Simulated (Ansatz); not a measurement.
# Cl2H2S2Ti: geometry and vibrations

What shape does Cl2H2S2Ti take? The plan is to relax it, then compute its harmonic vibrations to see whether it is a minimum and to get the zero-point energy and entropy, and look at its orbitals and charge.

Method: RKS PBE0-D4/def2-TZVP; program: Ansatz 0.2.0, Gaussian basis.

Levels to be run: relaxation at PBE-D4/def2-SVP; relaxation at PBE0-D4/def2-TZVP; harmonic vibrations at the same level; a single point in def2-TZVPP for the fields.

**1. The system as given**

SMILES `[SH][Ti]([SH])([Cl])[Cl]`, 7 atoms, charge 0, spin multiplicity 1.

Atoms are counted from 1 here; the program's logs count them from 0.

Bond lengths: S1–Ti2 2.363 Å, S1–H6 1.472 Å, Ti2–S3 2.375 Å, Ti2–Cl4 2.296 Å, Ti2–Cl5 2.341 Å, S3–H7 1.423 Å. Angles: Ti2–S1–H6 92.3°, S1–Ti2–S3 108.1°, S1–Ti2–Cl4 111.8°, S1–Ti2–Cl5 110.5°, S3–Ti2–Cl4 108.4°, S3–Ti2–Cl5 109.8°, Cl4–Ti2–Cl5 108.2°, Ti2–S3–H7 93.7°.

Geometry (Å):

```mol
Cl2H2S2Ti
  3D, bonds by distance, orders not assigned

  7  6  0  0  0  0  0  0  0  0999 V2000
   -1.5901    0.7635    1.4977 S   0  0
   -0.0091    0.0112   -0.0886 Ti  0  0
    1.5383   -1.4051    1.0256 S   0  0
   -1.0007   -1.1848   -1.7785 Cl  0  0
    1.1211    1.8254   -1.0444 Cl  0  0
   -2.3045    1.5663    0.4913 H   0  0
    2.3062   -1.6445   -0.1487 H   0  0
  1  2  8  0
  2  3  8  0
  2  4  8  0
  2  5  8  0
  1  6  8  0
  3  7  8  0
M  END
```

The start is a force-field geometry with small random shifts, so a cheaper pass at PBE-D4/def2-SVP comes first.

**2. Geometry optimisation, PBE-D4/def2-SVP (cheap first pass)**

The input, in.yaml:

```yaml
crystal:
  periodic: [false, false, false]
  atoms:
    - {symbol: S, position_ang: [-1.590100, 0.763500, 1.497700]}
    - {symbol: Ti, position_ang: [-0.009100, 0.011200, -0.088600]}
    - {symbol: S, position_ang: [1.538300, -1.405100, 1.025600]}
    - {symbol: Cl, position_ang: [-1.000700, -1.184800, -1.778500]}
    - {symbol: Cl, position_ang: [1.121100, 1.825400, -1.044400]}
    - {symbol: H, position_ang: [-2.304500, 1.566300, 0.491300]}
    - {symbol: H, position_ang: [2.306200, -1.644500, -0.148700]}
basis:
  gaussian: {orbitals: def2-SVP}
hamiltonian: {xc: pbe, dispersion: d4}
relax: {f_tol: 0.03, max_steps: 200}
```

On the command line:

```bash
> ansatz run in.yaml --threads 4 --pin off --events-out ev --progress --plain --max-ram 10444MiB
```

The program printed, cut to the lines that bear on the results:

```text
Functional definition: PBE
  name "PBE"
  cite "Perdew, Burke & Ernzerhof, Phys. Rev. Lett. 77, 3865 (1996) doi:10.1103/PhysRevLett.77.3865"
  parent pbe
[...]
1296 factors; their error is unknown
[...]
mean field -69826.49047001 eV, -2566.0761946776 hartree, gradient 9.3e-6 eV, S^2 0.000000; 0 other end points of the search recorded, 0 dependent functions left out
[...]
reference -69826.49056832 eV, -2566.0761982907 hartree; 45, 45 occupied and 68, 68 virtual orbitals, 1296 factors
relax step   1: F+E_penalty+E_count = -69826.76821126 eV  Δ(F+E_penalty+E_count) = +0.000e0 eV  max|allowed force component| = 1.922e0 eV/Å  Δτ_max = 0.0000 Å  (47 SCF iters, accepted)
[...]
relax step   7: F+E_penalty+E_count = -69827.29477275 eV  Δ(F+E_penalty+E_count) = -2.529e-3 eV  max|allowed force component| = 2.136e-1 eV/Å  Δτ_max = 0.0943 Å  (31 SCF iters, accepted)
[...]
relax step  13: F+E_penalty+E_count = -69827.37204846 eV  Δ(F+E_penalty+E_count) = -2.640e-3 eV  max|allowed force component| = 2.247e-1 eV/Å  Δτ_max = 0.1014 Å  (31 SCF iters, accepted)
[...]
relax step  19: F+E_penalty+E_count = -69827.40415851 eV  Δ(F+E_penalty+E_count) = -1.842e-3 eV  max|allowed force component| = 5.489e-1 eV/Å  Δτ_max = 0.1463 Å  (32 SCF iters, accepted)
[...]
relax step  23: F+E_penalty+E_count = -69827.42212121 eV  Δ(F+E_penalty+E_count) = -4.097e-4 eV  max|allowed force component| = 3.776e-2 eV/Å  Δτ_max = 0.0487 Å  (31 SCF iters, accepted)
[...]
relax step  24: F+E_penalty+E_count = -69827.42221088 eV  Δ(F+E_penalty+E_count) = -8.967e-5 eV  max|allowed force component| = 1.288e-2 eV/Å  Δτ_max = 0.0070 Å  (31 SCF iters, accepted)
1296 factors; their error is unknown
mean field -69827.11852943 eV, -2566.0992754356 hartree, gradient 2.3e-5 eV, S^2 0.000000; 1 other end points of the search recorded, 0 dependent functions left out
[...]
reference -69827.11862793 eV, -2566.0992790555 hartree; 45, 45 occupied and 68, 68 virtual orbitals, 1296 factors
Total energy: -69827.42230938 eV, -2566.1104391430 hartree
Atom 0 at    -1.916110     0.511765     0.949610 Å, force     0.007282     0.010207     0.000901 eV/Å
Atom 1 at    -0.175764    -0.063852    -0.375586 Å, force     0.000996    -0.001848    -0.002586 eV/Å
Atom 2 at     1.218117    -1.104576     1.083070 Å, force     0.012674    -0.003076    -0.012883 eV/Å
Atom 3 at    -0.860333    -1.464700    -1.901831 Å, force     0.000755     0.002474     0.002549 eV/Å
Atom 4 at     0.831193     1.696505    -1.205887 Å, force    -0.002011    -0.002175     0.000823 eV/Å
Atom 5 at    -1.184989     1.610602     1.317036 Å, force    -0.007142    -0.008486    -0.001546 eV/Å
Atom 6 at     2.149085    -1.253744     0.087988 Å, force    -0.012554     0.002904     0.012743 eV/Å
Dipole moment:     0.132433     0.119315     0.073266 e Å
```

Wall time 40 s (4 threads of Arm Neoverse V1, shared host).

Step by step: (the energy doesn't fall at every step)

| step | energy from step 1 (eV) | largest force component (eV/Å) |
| --- | --- | --- |
| 1 | 0.0000 | 1.9216 |
| 2 | -0.5063 | 0.4496 |
| 3 | -0.5234 | 0.0218 |
| 4 | -0.5236 | 0.0071 |
| 5 | -0.5240 | 0.0186 |
| 6 | -0.5083 | 0.6709 |
| 7 | -0.5266 | 0.2136 |
| 8 | -0.5313 | 0.4265 |
| 9 | -0.5490 | 0.5810 |
| 10 | -0.5788 | 0.3430 |
| 11 | -0.5993 | 0.1256 |
| 12 | -0.6012 | 0.1055 |
| 13 | -0.6038 | 0.2247 |
| 14 | -0.6065 | 0.0770 |
| 15 | -0.6186 | 0.0797 |
| 16 | -0.5863 | 1.1565 |
| 17 | -0.6277 | 0.0524 |
| 18 | -0.6341 | 0.0684 |
| 19 | -0.6359 | 0.5489 |
| 20 | -0.6509 | 0.0446 |
| 21 | -0.6499 | 0.0985 |
| 22 | -0.6535 | 0.0385 |
| 23 | -0.6539 | 0.0378 |
| 24 | -0.6540 | 0.0129 |

The force was under the threshold of 0.03 eV/Å already at step 3, but the program went on to step 24.

Close pairs (by a distance rule), those that changed most:

| bond | before (Å) | after (Å) | change (Å) |
| --- | --- | --- | --- |
| Ti2–Cl5 | 2.341 | 2.191 | -0.150 |
| Ti2–Cl4 | 2.296 | 2.182 | -0.114 |
| Ti2–S3 | 2.375 | 2.270 | -0.105 |
| S1–H6 | 1.472 | 1.370 | -0.102 |
| S1–Ti2 | 2.363 | 2.262 | -0.101 |
| S3–H7 | 1.423 | 1.371 | -0.053 |

**3. Optimising with PBE0-D4/def2-TZVP**

The input, in.yaml:

```yaml
crystal:
  periodic: [false, false, false]
  atoms:
    - {symbol: S, position_ang: [-1.916110, 0.511765, 0.949610]}
    - {symbol: Ti, position_ang: [-0.175764, -0.063852, -0.375586]}
    - {symbol: S, position_ang: [1.218117, -1.104576, 1.083070]}
    - {symbol: Cl, position_ang: [-0.860333, -1.464700, -1.901831]}
    - {symbol: Cl, position_ang: [0.831193, 1.696505, -1.205887]}
    - {symbol: H, position_ang: [-1.184989, 1.610602, 1.317036]}
    - {symbol: H, position_ang: [2.149085, -1.253744, 0.087988]}
basis:
  gaussian: {orbitals: def2-TZVP}
hamiltonian: {xc: pbe0, dispersion: d4}
relax: {f_tol: 0.005, max_steps: 150}
```

Same command.

The program printed:

```text
Functional definition: PBE0
  name "PBE0"
  cite "Adamo & Barone, J. Chem. Phys. 110, 6158 (1999) doi:10.1063/1.478522"
  cite "Perdew, Burke & Ernzerhof, Phys. Rev. Lett. 77, 3865 (1996) doi:10.1103/PhysRevLett.77.3865"
  parent pbe
  parameter a = 0.25
  parameter kappa = 0.804
  parameter beta = 0.06672455060314922
  exchange = (1 - a)*pbe_x(kappa = kappa, mu = beta*pi^2/3) + a*exact_x
  correlation = pbe_c(beta = beta)
1632 factors; their error is unknown
mean field evaluation 1: about -69848.5363 eV, gradient 2.2e1 eV
mean field evaluation 2: about -69848.2308 eV, gradient 2.9e1 eV
mean field evaluation 4: about -69849.7734 eV, gradient 5.1e0 eV
mean field evaluation 8: about -69849.8302 eV, gradient 2.1e-1 eV
mean field evaluation 16: about -69850.0727 eV, gradient 4.6e-4 eV
mean field -69850.07269943 eV, -2566.9428256242 hartree, gradient 3.7e-5 eV, S^2 0.000000; 0 other end points of the search recorded, 0 dependent functions left out
the calculation of the forces begins
reference -69850.07273277 eV, -2566.9428268495 hartree; 45, 45 occupied and 160, 160 virtual orbitals, 1632 factors
relax step   1: F+E_penalty+E_count = -69850.33886224 eV  Δ(F+E_penalty+E_count) = +0.000e0 eV  max|allowed force component| = 4.917e-1 eV/Å  Δτ_max = 0.0000 Å  (31 SCF iters, accepted)
these checks for a lower state are left out or cut short: starts, cluster_reference, orbital_swaps, neighbouring_geometries, increment
1632 factors; their error is unknown
mean field -69850.08403628 eV, -2566.9432422460 hartree, gradient 2.6e-5 eV, S^2 0.000000; 0 other end points of the search recorded, 0 dependent functions left out
the calculation of the forces begins
reference -69850.08406954 eV, -2566.9432434681 hartree; 45, 45 occupied and 160, 160 virtual orbitals, 1632 factors
relax step   2: F+E_penalty+E_count = -69850.35126958 eV  Δ(F+E_penalty+E_count) = -1.241e-2 eV  max|allowed force component| = 1.664e-1 eV/Å  Δτ_max = 0.0199 Å  (32 SCF iters, accepted)
these checks for a lower state are left out or cut short: starts, cluster_reference, orbital_swaps, neighbouring_geometries, increment
1632 factors; their error is unknown
mean field evaluation 32: about -69850.0859 eV, gradient 1.4e-5 eV
mean field -69850.08591174 eV, -2566.9433111679 hartree, gradient 1.4e-5 eV, S^2 0.000000; 0 other end points of the search recorded, 0 dependent functions left out
the calculation of the forces begins
reference -69850.08594501 eV, -2566.9433123903 hartree; 45, 45 occupied and 160, 160 virtual orbitals, 1632 factors
relax step   3: F+E_penalty+E_count = -69850.35312566 eV  Δ(F+E_penalty+E_count) = -1.856e-3 eV  max|allowed force component| = 2.162e-2 eV/Å  Δτ_max = 0.0120 Å  (35 SCF iters, accepted)
these checks for a lower state are left out or cut short: starts, cluster_reference, orbital_swaps, neighbouring_geometries, increment
1632 factors; their error is unknown
mean field -69850.08631718 eV, -2566.9433260673 hartree, gradient 1.4e-5 eV, S^2 0.000000; 0 other end points of the search recorded, 0 dependent functions left out
the calculation of the forces begins
reference -69850.08635045 eV, -2566.9433272898 hartree; 45, 45 occupied and 160, 160 virtual orbitals, 1632 factors
relax step   4: F+E_penalty+E_count = -69850.35329995 eV  Δ(F+E_penalty+E_count) = -1.743e-4 eV  max|allowed force component| = 1.413e-2 eV/Å  Δτ_max = 0.0124 Å  (35 SCF iters, accepted)
these checks for a lower state are left out or cut short: starts, cluster_reference, orbital_swaps, neighbouring_geometries, increment
1632 factors; their error is unknown
mean field -69850.08641029 eV, -2566.9433294892 hartree, gradient 1.4e-5 eV, S^2 0.000000; 0 other end points of the search recorded, 0 dependent functions left out
the calculation of the forces begins
reference -69850.08644356 eV, -2566.9433307118 hartree; 45, 45 occupied and 160, 160 virtual orbitals, 1632 factors
relax step   5: F+E_penalty+E_count = -69850.35337899 eV  Δ(F+E_penalty+E_count) = -7.905e-5 eV  max|allowed force component| = 4.379e-3 eV/Å  Δτ_max = 0.0094 Å  (34 SCF iters, accepted)
these checks for a lower state are left out or cut short: starts, cluster_reference, orbital_swaps, neighbouring_geometries, increment
1632 factors; their error is unknown
mean field -69850.08646291 eV, -2566.9433314229 hartree, gradient 1.4e-5 eV, S^2 0.000000; 0 other end points of the search recorded, 0 dependent functions left out
the calculation of the forces begins
reference -69850.08649618 eV, -2566.9433326454 hartree; 45, 45 occupied and 160, 160 virtual orbitals, 1632 factors
relax step   6: F+E_penalty+E_count = -69850.35346583 eV  Δ(F+E_penalty+E_count) = -8.684e-5 eV  max|allowed force component| = 1.051e-2 eV/Å  Δτ_max = 0.0164 Å  (34 SCF iters, accepted)
these checks for a lower state are left out or cut short: starts, cluster_reference, orbital_swaps, neighbouring_geometries, increment
1632 factors; their error is unknown
mean field -69850.08647152 eV, -2566.9433317392 hartree, gradient 1.4e-5 eV, S^2 0.000000; 0 other end points of the search recorded, 0 dependent functions left out
the calculation of the forces begins
reference -69850.08650478 eV, -2566.9433329617 hartree; 45, 45 occupied and 160, 160 virtual orbitals, 1632 factors
relax step   7: F+E_penalty+E_count = -69850.35349144 eV  Δ(F+E_penalty+E_count) = -2.561e-5 eV  max|allowed force component| = 5.175e-3 eV/Å  Δτ_max = 0.0101 Å  (34 SCF iters, accepted)
these checks for a lower state are left out or cut short: starts, cluster_reference, orbital_swaps, neighbouring_geometries, increment
1632 factors; their error is unknown
mean field evaluation 64: about -69850.0864 eV, gradient 1.8e-4 eV
mean field -69850.08644762 eV, -2566.9433308611 hartree, gradient 2.2e-5 eV, S^2 0.000000; 0 other end points of the search recorded, 0 dependent functions left out
the calculation of the forces begins
reference -69850.08648089 eV, -2566.9433320836 hartree; 45, 45 occupied and 160, 160 virtual orbitals, 1632 factors
relax step   8: F+E_penalty+E_count = -69850.35349416 eV  Δ(F+E_penalty+E_count) = -2.716e-6 eV  max|allowed force component| = 3.179e-3 eV/Å  Δτ_max = 0.0038 Å  (27 SCF iters, accepted)
1632 factors; their error is unknown
mean field -69850.08644762 eV, -2566.9433308611 hartree, gradient 2.2e-5 eV, S^2 0.000000; 1 other end points of the search recorded, 0 dependent functions left out
the calculation of the forces begins
reference -69850.08648089 eV, -2566.9433320836 hartree; 45, 45 occupied and 160, 160 virtual orbitals, 1632 factors
Total energy: -69850.35352742 eV, -2566.9531458627 hartree
Atom 0 at    -1.911717     0.527191     0.913249 Å, force     0.000876    -0.000090    -0.000271 eV/Å
Atom 1 at    -0.167630    -0.064142    -0.382165 Å, force     0.000100    -0.001064     0.003179 eV/Å
Atom 2 at     1.214633    -1.107739     1.068758 Å, force    -0.001395    -0.000090     0.000604 eV/Å
Atom 3 at    -0.890518    -1.450716    -1.892262 Å, force    -0.000001     0.000120    -0.001307 eV/Å
Atom 4 at     0.847245     1.669101    -1.233473 Å, force    -0.000066     0.001101    -0.001715 eV/Å
Atom 5 at    -1.195201     1.578730     1.365007 Å, force    -0.000228     0.000136     0.000072 eV/Å
Atom 6 at     2.164387    -1.220426     0.115286 Å, force     0.000714    -0.000112    -0.000563 eV/Å
Dipole moment:     0.115308     0.099147     0.115779 e Å
```

Run time: 48 s. Hardware: 4 threads of Arm Neoverse V1, shared host; peak memory 0.78 GiB.

Relaxation path:

| step | energy from step 1 (eV) | largest force component (eV/Å) |
| --- | --- | --- |
| 1 | 0.0000 | 0.4917 |
| 2 | -0.0124 | 0.1664 |
| 3 | -0.0143 | 0.0216 |
| 4 | -0.0144 | 0.0141 |
| 5 | -0.0145 | 0.0044 |
| 6 | -0.0146 | 0.0105 |
| 7 | -0.0146 | 0.0052 |
| 8 | -0.0146 | 0.0032 |

The force was under the threshold of 0.005 eV/Å already at step 5, but the program went on to step 8.

Distances of close pairs at the start and the end, largest changes first:

| bond | before (Å) | after (Å) | change (Å) |
| --- | --- | --- | --- |
| S3–H7 | 1.371 | 1.350 | -0.020 |
| S1–H6 | 1.370 | 1.350 | -0.020 |
| Ti2–S3 | 2.270 | 2.259 | -0.011 |
| S1–Ti2 | 2.262 | 2.252 | -0.010 |
| Ti2–Cl5 | 2.191 | 2.181 | -0.010 |
| Ti2–Cl4 | 2.182 | 2.174 | -0.008 |

Mulliken charges at the end point, from the run's report:

| atom | value (e) |
| --- | --- |
| S1 | -0.34 |
| Ti2 | 0.91 |
| S3 | -0.35 |
| Cl4 | -0.30 |
| Cl5 | -0.31 |
| H6 | 0.21 |
| H7 | 0.19 |

**4. Harmonic vibrations**

The input, in.yaml:

```yaml
crystal:
  periodic: [false, false, false]
  atoms:
    - {symbol: S, position_ang: [-1.911717, 0.527191, 0.913249]}
    - {symbol: Ti, position_ang: [-0.167630, -0.064142, -0.382165]}
    - {symbol: S, position_ang: [1.214633, -1.107739, 1.068758]}
    - {symbol: Cl, position_ang: [-0.890518, -1.450716, -1.892262]}
    - {symbol: Cl, position_ang: [0.847245, 1.669101, -1.233473]}
    - {symbol: H, position_ang: [-1.195201, 1.578730, 1.365007]}
    - {symbol: H, position_ang: [2.164387, -1.220426, 0.115286]}
basis:
  gaussian: {orbitals: def2-TZVP}
hamiltonian: {xc: pbe0, dispersion: d4}
phonons: {temperatures: {t_min: 298.15, t_max: 900, t_step: 200}}
```

Launched as before.

The program printed, cut to the lines that bear on the results:

```text
Functional definition: PBE0
  name "PBE0"
  cite "Adamo & Barone, J. Chem. Phys. 110, 6158 (1999) doi:10.1063/1.478522"
  cite "Perdew, Burke & Ernzerhof, Phys. Rev. Lett. 77, 3865 (1996) doi:10.1103/PhysRevLett.77.3865"
  parent pbe
[...]
1632 factors; their error is unknown
[...]
mean field -69850.08643918 eV, -2566.9433305507 hartree, gradient 3.7e-5 eV, S^2 0.000000; 0 other end points of the search recorded, 0 dependent functions left out
[...]
reference -69850.08647239 eV, -2566.9433317713 hartree; 45, 45 occupied and 160, 160 virtual orbitals, 1632 factors
[...]
1632 factors; their error is unknown
mean field -69850.08632541 eV, -2566.9433263699 hartree, gradient 2.7e-6 eV, S^2 0.000000; 0 other end points of the search recorded, 0 dependent functions left out
[...]
reference -69850.08635862 eV, -2566.9433275904 hartree; 45, 45 occupied and 160, 160 virtual orbitals, 1632 factors
[...]
Total energy: -69850.35351893 eV, -2566.9531455505 hartree
Atom 0 at    -1.911717     0.527191     0.913249 Å, force     0.001009    -0.000051    -0.000359 eV/Å
Atom 1 at    -0.167630    -0.064142    -0.382165 Å, force     0.000094    -0.001086     0.003281 eV/Å
Atom 2 at     1.214633    -1.107739     1.068758 Å, force    -0.001442    -0.000028     0.000594 eV/Å
Atom 3 at    -0.890518    -1.450716    -1.892262 Å, force    -0.000057     0.000018    -0.001388 eV/Å
Atom 4 at     0.847245     1.669101    -1.233473 Å, force    -0.000083     0.001153    -0.001681 eV/Å
Atom 5 at    -1.195201     1.578730     1.365007 Å, force    -0.000233     0.000107     0.000114 eV/Å
Atom 6 at     2.164387    -1.220426     0.115286 Å, force     0.000711    -0.000113    -0.000561 eV/Å
Dipole moment:     0.115309     0.099149     0.115777 e Å
Vibrations: 83.77 104.03 119.42 125.10 127.54 171.90 256.48 370.11 433.19 449.26 490.29 540.43 561.99 2664.41 2671.20 cm⁻¹, zero-point energy 0.568412 eV
```

It took 2.8 min on 4 threads of Arm Neoverse V1, shared host; peak memory 0.77 GiB.

Motions are named by where the mode's potential energy lies. Wavenumbers, unscaled:

| mode | cm⁻¹ | motion |
| --- | --- | --- |
| 1 | 84 | bend with torsion |
| 2 | 104 | bend |
| 3 | 119 | bend with torsion |
| 4 | 125 | bend with torsion |
| 5 | 128 | bend with torsion |
| 6 | 172 | torsion |
| 7 | 256 | torsion |
| 8 | 370 | Ti–S and Ti–Cl stretch |
| 9 | 433 | Ti–S stretch with bend |
| 10 | 449 | Ti–Cl and Ti–S stretch |
| 11 | 490 | Ti–Cl and Ti–S stretch |
| 12 | 540 | bend with Ti–Cl stretch |
| 13 | 562 | bend |
| 14 | 2664 | S–H stretch |
| 15 | 2671 | S–H stretch |

Ideal gas, rigid rotor and harmonic oscillator at 298.15 K and 1 bar, with symmetry number 1:

| term | value |
| --- | --- |
| zero-point energy | 13.1 kcal/mol |
| H(298) − E | 19.3 kcal/mol |
| entropy, translation | 174.0 J/(mol K) |
| entropy, rotation | 124.7 J/(mol K) |
| entropy, vibration | 104.1 J/(mol K) |
| entropy, total | 402.8 J/(mol K) |

**5. A single point for the fields**

in.yaml, as its differences from that of step 4:

```diff
@@ -11,4 +11,4 @@
 basis:
-  gaussian: {orbitals: def2-TZVP}
+  gaussian: {orbitals: def2-TZVPP}
 hamiltonian: {xc: pbe0, dispersion: d4}
-phonons: {temperatures: {t_min: 298.15, t_max: 900, t_step: 200}}
+output: {orbitals: {seedname: orbitals}}
```

Same command.

The program printed:

```text
Functional definition: PBE0
  name "PBE0"
  cite "Adamo & Barone, J. Chem. Phys. 110, 6158 (1999) doi:10.1063/1.478522"
  cite "Perdew, Burke & Ernzerhof, Phys. Rev. Lett. 77, 3865 (1996) doi:10.1103/PhysRevLett.77.3865"
  parent pbe
  parameter a = 0.25
  parameter kappa = 0.804
  parameter beta = 0.06672455060314922
  exchange = (1 - a)*pbe_x(kappa = kappa, mu = beta*pi^2/3) + a*exact_x
  correlation = pbe_c(beta = beta)
1910 factors; their error is unknown
mean field evaluation 1: about -69848.6772 eV, gradient 2.3e1 eV
mean field evaluation 2: about -69848.8484 eV, gradient 2.5e1 eV
mean field evaluation 4: about -69849.9408 eV, gradient 5.1e0 eV
mean field evaluation 8: about -69849.9943 eV, gradient 7.1e-2 eV
mean field evaluation 16: about -69850.1982 eV, gradient 1.4e-4 eV
mean field -69850.19824533 eV, -2566.9474393512 hartree, gradient 4.1e-5 eV, S^2 0.000000; 0 other end points of the search recorded, 0 dependent functions left out
reference -69850.19827919 eV, -2566.9474405953 hartree; 45, 45 occupied and 215, 215 virtual orbitals, 1910 factors
Total energy: -69850.46532573 eV, -2566.9572543746 hartree
```

Wall time 6.5 s (4 threads of Arm Neoverse V1, shared host); peak memory 1.1 GiB.

The fields below are evaluated on a grid from the run's orbitals.

Frontier orbitals at PBE0-D4/def2-TZVPP, with the share of their density that lies nearest to each atom:

| orbital | energy (eV) | lies on |
| --- | --- | --- |
| HOMO-1 | -8.47 | S1 69 %; H6 9 %; Ti2 8 % |
| HOMO | -8.12 | S3 69 %; H7 8 %; Cl4 8 % |
| LUMO | -3.36 | Ti2 75 %; Cl4 7 %; S1 6 % |

ELF in a plane through or near 3 of the atoms.

Ten even steps from '0' (0.00) to '9' (0.93):
```
0000000000000000000000000000
0000000000000000000000000000
0000000000000000000000000000
0000000012332100000000000000
0000000257876410000000000000
0000002489998720000000000000
0000013588579720001221000000
0000125763756720245665210000
0000136775348612787677531000
0000024567896203881426762100
0000000123431221882638984100
0000000000100110587699984100
0000000035787631137888752000
0000001378844786101233210000
0000001489525497300000000000
0000001378966887300000000000
0000000146888875200000000000
0000000012344431000000000000
0000000000011100000000000000
0000000000000000000000000000
```
The map spans 9.8 Å across and 9.9 Å up, centred on the molecule. Atoms in the plane (x, y in Å): S1 (2.0, 0.0), S3 (-1.3, 1.3), Cl4 (-0.7, -2.3).

On the surface of density 0.002 e/bohr³ the electrostatic potential runs, from the 1st to the 99th percentile, from -0.30 V near S3 to 1.73 V near H6.

**6. Outcome**

| quantity | value |
| --- | --- |
| point group | C1 |
| steps | 24 + 8 |
| shift from the start (rms) | 0.685 Å |
| total energy | -69850.3535 eV |
| dispersion term | -267 meV |
| dipole moment | 0.92 D |
| lowest, highest wavenumber | 84, 2671 cm⁻¹ |
| zero-point energy | 13.1 kcal/mol |
| entropy at 298.15 K | 402.8 J/(mol K) |
| HOMO, LUMO | -8.12, -3.36 eV |

**Reading.** The relaxed geometry lies 0.69 Å (rms) from the start; the bond that changed most is Ti2–Cl5, from 2.341 to 2.181 Å. All wavenumbers are real, so the end point is a minimum. The stiffest mode, 2671 cm⁻¹, is an S–H stretch, and 6 modes under 200 cm⁻¹ make the vibrational entropy uncertain. Harmonic hybrid wavenumbers usually lie a few per cent above measured fundamentals. The largest Mulliken charge, +0.91 e, sits on Ti2. The HOMO lies mostly on S3 69 %; H7 8 % and the LUMO on Ti2 75 %; Cl4 7 %.
